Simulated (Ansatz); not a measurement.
# The cluster PAu8−: geometry, orbitals and charge

What does the cluster PAu8− look like as a singlet, and where do its frontier electrons sit?

Program: Ansatz 0.2.0, Gaussian basis. Level of theory: RKS PBE0-D4/def2-SVP. These are calculated values, not measurements.

The runs, in order: relaxation at PBE0-D4/def2-SVPD; a search for the lowest solution at PBE-D4/def2-SVP; a single point at PBE0-D4/def2-SVP.

3 further runs of the same task are left out: 2 that didn't finish, 1 set aside as unsound or not needed.

**1. The system as given**

9 atoms, charge -1, spin multiplicity 1.

Atoms are counted from 1 here; the program's logs count them from 0.

Bond lengths: P1–Au2 2.603 Å, P1–Au4 2.664 Å, P1–Au6 2.396 Å, P1–Au7 2.604 Å, P1–Au8 2.547 Å, P1–Au9 2.505 Å, Au3–Au4 2.846 Å, Au3–Au6 2.638 Å, Au3–Au8 2.983 Å, Au5–Au6 2.754 Å, Au5–Au7 2.578 Å, Au5–Au9 2.916 Å. Angles: Au2–P1–Au4 89.0°, Au2–P1–Au6 154.6°, Au2–P1–Au7 97.8°, Au2–P1–Au8 64.0°, Au2–P1–Au9 89.6°, Au4–P1–Au6 68.7°, Au4–P1–Au7 171.7°, Au4–P1–Au8 62.2°, Au4–P1–Au9 118.0°, Au6–P1–Au7 103.6°, Au6–P1–Au8 112.2°, Au6–P1–Au9 111.2°, Au7–P1–Au8 125.2°, Au7–P1–Au9 67.1°, Au8–P1–Au9 62.0°, Au4–Au3–Au6 62.9°, Au4–Au3–Au8 55.0°, Au6–Au3–Au8 93.6° and more.

Coordinates:

```
P     0.9793   -1.8099   -1.5008
Au   -1.3757   -0.9251   -2.1697
Au    2.8692   -0.4156    0.7005
Au    1.9286    0.6658   -1.7581
Au    2.5092   -3.9266    0.0187
Au    3.3753   -1.7928   -1.4915
Au    0.3856   -4.3427   -1.3827
Au    0.0000    0.0000    0.0000
Au    0.0698   -2.4968    0.7299
```

Au takes a core potential in the def2 sets. No spin-orbit coupling is included. The ion is computed in the gas phase, without counter-ions or solvent.

The start is a random packing geometry.

**2. Relaxation at PBE0-D4/def2-SVPD**

The input, in.yaml:

```yaml
crystal:
  periodic: [false, false, false]
  atoms:
    - {symbol: P, position_ang: [0.979300, -1.809900, -1.500800]}
    - {symbol: Au, position_ang: [-1.375700, -0.925100, -2.169700]}
    - {symbol: Au, position_ang: [2.869200, -0.415600, 0.700500]}
    - {symbol: Au, position_ang: [1.928600, 0.665800, -1.758100]}
    - {symbol: Au, position_ang: [2.509200, -3.926600, 0.018700]}
    - {symbol: Au, position_ang: [3.375300, -1.792800, -1.491500]}
    - {symbol: Au, position_ang: [0.385600, -4.342700, -1.382700]}
    - {symbol: Au, position_ang: [0.000000, 0.000000, 0.000000]}
    - {symbol: Au, position_ang: [0.069800, -2.496800, 0.729900]}
basis:
  gaussian: {orbitals: def2-SVPD}
total_charge: -1
hamiltonian: {xc: pbe0, dispersion: d4}
scf: {lower_state_search: "off"}
output: {orbitals: {seedname: orbitals}}
relax: {f_tol: 0.02, max_steps: 100}
```

On the command line:

```
$ ansatz run in.yaml --threads 4 --pin off --events-out ev --progress --plain --max-ram 4787MiB
```

The runs that follow: Searching for the lowest solution, PBE-D4/def2-SVP; Single point, PBE0-D4/def2-SVP.

**Question.** What will the summary of the whole plan be? Wanted: point group; commonest bond; HOMO, LUMO at PBE0-D4/def2-SVP.

As calculated:

```
                      quantity                            value
                   point group                               Cs
                commonest bond  Au–Au, 9 of mean length 2.742 Å
HOMO, LUMO at PBE0-D4/def2-SVP                   -2.25, 0.36 eV
```

**Reading.** The relaxation broke 6 and made 2 bonds, so the end is another structure than the start. No usable vibrations, so a minimum isn't proven. Whether this spin is the lowest isn't tested here. The point group is read from a loosely relaxed geometry; soft torsions can leave it below the true symmetry.
